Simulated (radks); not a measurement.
# Fe³⁺ in [Ar] 3d5: an all-electron calculation

The task here is to estimate one member of a computed series from the others.

Method: scalar-relativistic Kohn-Sham, LDA (Slater exchange, Perdew-Wang correlation), spin-unpolarised, spherical densities, point nucleus. Code: radks (a radial shooting solver on a logarithmic mesh, Libxc functionals) version 1.

### What is computed

```
element       : iron (Z = 26)
charge        : +3
electrons     : 23
configuration : [Ar] 3d5
```

Outer shells as boxes (Hund's rule):

Fe³⁺
```
[Ar] core
3d [↑ ][↑ ][↑ ][↑ ][↑ ]
```

The first run:

Settings of this run:

```text
Z 26
configuration [Ar] 3d5
relativity scalar-relativistic
functional lda,pw
spin unpolarised
nucleus point
c 137.035999084
```

Run with:

```console
> python run_ks.py task.json out
```

This one command runs every case of the session in turn.

One table of the session follows, with a row left open; its other results are not shown here.

It belongs to the step «Orbitals and density». Radial moments (bohr):

```
level      <r>  outermost maximum (interpolated)  90 % within  nodes
   1s  0.05856                            0.0383        0.105      0
   2s   0.2675                             0.223        0.415      1
   2p   0.2358                             0.180        0.386      0
   3s        ?                                 ?            ?      ?
   3p   0.8459                             0.710         1.30      1
   3d   0.9880                             0.691         1.66      0
```

Estimate the missing values for 3s.

The run gave: <r>: 0.8059; outermost maximum (interpolated): 0.699; 90 % within: 1.21; nodes: 2. In the column «<r>» it lies between 2s (0.2675) and 3p (0.8459).

To keep in mind: Spin polarisation and multiplet splitting are left out.
